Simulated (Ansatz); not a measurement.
# IrF (triplet): geometry and frequencies at several levels

One table from this session's results is given with a row withheld; the runs are named, their logs left out.

Program: Ansatz 0.2.0. Level of theory: the levels named in each step. These are calculated values, not measurements.

## The system as given

Bond lengths: F1–Ir2 1.910 Å.

Coordinates:

```xyz
2

F     0.0000    0.0000    0.0000
Ir    0.0000    0.0000    1.9104
```

Set-up of the first run:

Input file input.yaml:

```yaml
crystal:
  periodic: [false, false, false]
  atoms:
    - { symbol: F, position_ang: [0.0, 0.0, 0.02954372] }
    - { symbol: Ir, position_ang: [0.0, 0.0, 1.88087628] }
magnetization:
  spin_polarized: true
  initial_magnetization: 2
basis:
  gaussian: { orbitals: def2-TZVPP }
hamiltonian:
  xc: pbe0
  dispersion: d4
relax:
  f_tol: 0.002
  max_steps: 150
```

Run with:

```console
$ ansatz run input.yaml --threads 2 --pin off --max-ram 5120MiB --backend cpu --events-out ev --progress --plain --runs-dir out
```

Steps of the session up to this table: Relaxation, PBE0-D4/def2-TZVPP; Frequencies, PBE0-D4/def2-TZVPP; Relaxation, PBE-D4/def2-TZVPP; Frequencies, PBE-D4/def2-TZVPP; Relaxation, r2SCAN-D4/def2-TZVPP; Frequencies, r2SCAN-D4/def2-TZVPP; Relaxation, B3LYP-D4/def2-TZVPP; Frequencies, B3LYP-D4/def2-TZVPP; Relaxation, B2PLYP/def2-TZVPP.

One of the session's tables, all rows but one given; the rest of the session is left out.

It belongs to the step «Geometries side by side». 

| level | F1–Ir2 (Å) | rotational constants (MHz) | dipole (D) | highest frequency (cm⁻¹) |
| --- | --- | --- | --- | --- |
| PBE0-D4/def2-TZVPP | ? | ? | ? | ? |
| PBE-D4/def2-TZVPP | 1.8427 | 8605.2 | 2.60 | 620 |
| r2SCAN-D4/def2-TZVPP | 1.8321 | 8705.7 | 2.83 | 650 |
| B3LYP-D4/def2-TZVPP | 1.8555 | 8487.4 | 3.19 | 613 |
| B2PLYP/def2-TZVPP | 1.8492 | 8545.2 | 3.27 | - |

**Question.** Estimate the row for PBE0-D4/def2-TZVPP.

**Answer.** F1–Ir2 (Å): 1.8394; rotational constants (MHz): 8636.2; dipole (D): 3.26; highest frequency (cm⁻¹): 628. In the column «F1–Ir2 (Å)» it lies between r2SCAN-D4/def2-TZVPP (1.8321) and PBE-D4/def2-TZVPP (1.8427).
